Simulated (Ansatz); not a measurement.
# TaN: the cost of one run

Method: DFT LDA+U (U_eff = 4 eV on Ta d, around-mean-field double counting), plane waves, PAW, no spin–orbit coupling unless a run says so, in Ansatz 0.2.0.

**1. Starting point**

It takes space group P6/mmm (No. 191, hexagonal). The conventional cell has a = 5.185 Å, b = 5.185 Å, c = 2.908 Å, α = 90.00°, β = 90.00°, γ = 120.00°. Around Ta (site symmetry 6/mmm) lie 6 N at 2.59 Å and 2 Ta at 2.91 Å. Ta (site symmetry -6m2) has 6 N at 2.09 Å in its first shell of neighbours. Around N (site symmetry mmm) lie 6 Ta at 2.09 to 2.59 Å.

Coordinates:

```
CELL_PARAMETERS angstrom
5.18500 0.00000 0.00000
-2.59250 4.49034 0.00000
0.00000 0.00000 2.90800
ATOMIC_POSITIONS crystal
Ta 0.00000 0.00000 0.00000
Ta 0.33333 0.66667 0.50000
Ta 0.66667 0.33333 0.50000
N 0.50000 0.00000 0.00000
N 0.50000 0.50000 0.00000
N 0.00000 0.50000 0.00000
```

Magnetic order typed: ferromagnetic.

**2. From atoms, symmetry kept, no search**

Contents of input.yaml:

```yaml
crystal:
  lattice:
    - [5.1850002, 0.0, 0.0]
    - [-2.5925001, 4.49034189, 0.0]
    - [0.0, 0.0, 2.90800053]
  atoms:
    - { symbol: Ta, position: [0.0, 0.0, 0.0], spin: 2.0, spin_axis: [0.57735, 0.57735, 0.57735] }
    - { symbol: Ta, position: [0.3333333333, 0.6666666667, 0.5], spin: 2.0, spin_axis: [0.57735, 0.57735, 0.57735] }
    - { symbol: Ta, position: [0.6666666667, 0.3333333333, 0.5], spin: 2.0, spin_axis: [0.57735, 0.57735, 0.57735] }
    - { symbol: "N", position: [0.5, 0.0, 0.0] }
    - { symbol: "N", position: [0.5, 0.5, 0.0] }
    - { symbol: "N", position: [0.0, 0.5, 0.0] }
basis:
  ecutwfc: 420
  ecutrho_ratio: 4
kpoints:
  mp_grid: { grid: [4, 4, 7] }
hamiltonian:
  xc: lda
  hubbard:
    sites:
      - { site: 0, l: d, u_eff: 4.0 }
      - { site: 1, l: d, u_eff: 4.0 }
      - { site: 2, l: d, u_eff: 4.0 }
    double_counting: amf
scf:
  occupations: { method: gaussian, width: 0.05 }
  lower_state_search: "off"
  max_iter: 150
output:
  forces: true
  stress: true
  eigenvalues: true
  populations: true
  hubbard: { sites: [{ site: 0, l: d }, { site: 1, l: d }, { site: 2, l: d }] }
magnetization:
  noncollinear: true
  spin_orbit: true
```

This run includes spin–orbit coupling.

Command:

```
ansatz run input.yaml --threads 8 --pin off --max-ram 12288MiB --backend cpu --events-out ev --progress --plain --runs-dir out
```

What time and memory should one allow on 8 threads of Arm Neoverse V1, shared host?

About 31 s, with a peak of 1.5 GiB.
